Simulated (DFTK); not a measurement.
Runs of DFTK 0.8.2 on HPbNO4. The typed cell holds 7 atoms: a = 3.858 Å, b = 5.535 Å, c = 6.055 Å, α = 106.62°, β = 93.97°, γ = 90.45°. The cell was built by a generator and needn't be a form met in nature.

```csv
task,level,potentials or basis,k mesh,cutoff (eV),mesh quality,gap on the mesh (eV),pressure (GPa),largest force (eV/Å)
band structure,PBE,dojo.nc.sr.pbe.v0_4_1.standard.upf (PBE),4 × 3 × 3,1143,not flagged,(c),0.0,0.21
band structure,r2SCAN,"in-house norm-conserving set (r2SCAN, scalar relativistic)",4 × 3 × 3,1279,not flagged,3.55,-2.6,(a)
band structure,PBE,SPMS 1.0 (PBE),5 × 3 × 3,1225,not flagged,3.19,-0.1,0.17
band structure,TASK,"in-house norm-conserving set (r2SCAN, scalar relativistic)",4 × 3 × 3,1279,not flagged,3.99,(b),1.42
band structure,LDA,dojo.nc.sr.lda.v0_4_1.standard.upf (LDA),4 × 3 × 3,1143,not flagged,3.16,-4.3,0.84
single point,PBE,dojo.nc.sr.pbe.v0_4_1.standard.upf (PBE),7 × 5 × 5,1143,not flagged,3.13,0.0,0.21
band structure,PBE,dojo.nc.sr.pbe.v0_4_1.standard.upf (PBE),5 × 3 × 3,1143,not flagged,3.19,0.0,0.21
```

Alike in all rows: no spin polarisation; cell as given; smearing fermi-dirac 0.05 eV.

Fill in the values left out.

(a) 0.70; (b) 1.3; (c) 3.20.

Caveats: spin-orbit coupling is left out, which as a rule narrows the gap of such compounds by several tenths of an eV; the mesh misses the band edges, which the band path finds closer together (some runs); the program warned that the kinetic-energy density falls under its von Weizsäcker bound, which can give unphysical results (some runs); the potentials were made for another functional, which shifts forces and pressure (some runs); an odd mesh through Γ misses points on the zone boundary, where band edges often lie (some runs).

A k mesh can miss the band edges, and the runs leave out spin-orbit coupling on Pb.
